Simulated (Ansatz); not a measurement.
# ZnAg: the cost of one run

Method: DFT LDA, scalar-relativistic, in Ansatz 0.2.0.

## (1) The structure to begin with

The structure is cubic, space group Pm-3m (No. 221). Conventional cell: a = 3.156 Å, b = 3.156 Å, c = 3.156 Å, α = 90.00°, β = 90.00°, γ = 90.00°. Around Zn (site symmetry m-3m) lie 8 Ag at 2.73 Å. Around Ag (site symmetry m-3m) lie 8 Zn at 2.73 Å.

Coordinates:

```
Zn Ag
1.0
     3.15600    0.00000    0.00000
     0.00000    3.15600    0.00000
     0.00000    0.00000    3.15600
Zn Ag
1 1
Direct
  0.50000 0.50000 0.50000
  0.00000 0.00000 0.00000
```

Atoms are numbered in the order of the input: Zn1, Ag2.

## (2) The deformed structure

Space group Pm-3m before, P4/mmm after.

## (3) LAPW, all electrons

The input, input.yaml:

```yaml
crystal:
  lattice:
    - [3.156, 0.0, 0.0]
    - [0.0, 3.156, 0.0]
    - [0.0, 0.0, 3.21912]
  atoms:
    - { symbol: Zn, position: [0.5, 0.5, 0.5] }
    - { symbol: Ag, position: [0.0, 0.0, 0.0] }
kpoints:
  mp_grid: { grid: [12, 12, 12] }
  band_path:
    path:
      - [0.0, 0.0, 0.0]
      - [0.0, 0.5, 0.0]
      - [0.5, 0.5, 0.0]
      - [0.0, 0.0, 0.0]
      - [0.0, 0.0, 0.5]
      - [0.0, 0.5, 0.5]
      - [0.5, 0.5, 0.5]
      - [0.0, 0.0, 0.5]
      - [0.0, 0.5, 0.0]
    npoints: 5
scf:
  occupations: { method: fermi_dirac, width: 0.03 }
hamiltonian:
  xc: lda
  pseudopotentials: { kind: all_electron, lapw: { basis_error: 0.00025 } }
output:
  forces: true
  stress: true
  eigenvalues: true
```

The run is started by

```bash
$ ansatz run input.yaml --threads 1 --pin off --max-ram 3072MiB --backend cpu --events-out ev --progress --plain --runs-dir out
```

What time and memory should one allow on 1 thread of Arm Neoverse V2, shared host?

About 70 s, with a peak of 0.83 GiB.
